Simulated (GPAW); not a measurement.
## GeSb4Te7 in GPAW: the effect of functional

Crystal: GeSb4Te7.

```xyz
12
Lattice="4.2893 0.0000 0.0000 -2.1447 3.7146 0.0000 0.0000 0.0000 24.6378" Properties=species:S:1:pos:R:3 pbc="T T T"
Te    0.0000    0.0000    6.9238
Te    0.0000    0.0000    0.0000
Te    0.0000    2.4764   14.0092
Te    2.1447    1.2382   10.6286
Te    0.0000    0.0000   17.7140
Te    2.1447    1.2382    3.7023
Te    0.0000    2.4764   20.9355
Sb    2.1447    1.2382   16.0207
Sb    0.0000    2.4764    1.9982
Sb    0.0000    2.4764    8.6171
Sb    2.1447    1.2382   22.6396
Ge    0.0000    0.0000   12.3189
```

The cell is a database's computed one.

Alike in all runs:

| Item | Value |
| --- | --- |
| Program | GPAW 26.7.0 |
| Task | dielectric tensor |
| Cutoff | 500 eV |
| Basis | pw |
| k mesh | 4 × 4 × 1 |
| Occupations | fermi-dirac, width 0.001 eV |
| Spin | no spin polarisation |

| functional | potentials or basis | dielectric constant (mean) |
| --- | --- | --- |
| LDA | the program's PAW data sets (release 1.2.1) made for this functional | 59.08 |
| AM05 | PAW data sets generated in the run's folder for this functional | 56.84 |
| PBEsol | PAW data sets generated in the run's folder for this functional | 58.90 |
| PBE | GPAW PAW data sets (gpaw-data 1.2.1) | 56.47 |
| RPBE | the program's PAW data sets (release 1.2.1) made for this functional | ? |
| GLLB-SC | the program's PAW data sets (release 1.2.1) made for this functional | 45.66 |

**Question.** What does the run with functional RPBE give?

**Answer.** Dielectric constant 55.12 mean.

Caveats: all runs use coarse meshes; the long-wavelength limit can be off by a per cent or two; a model potential gives levels but no total energy (some runs); response on these states lacks terms of the Hamiltonian (some runs).
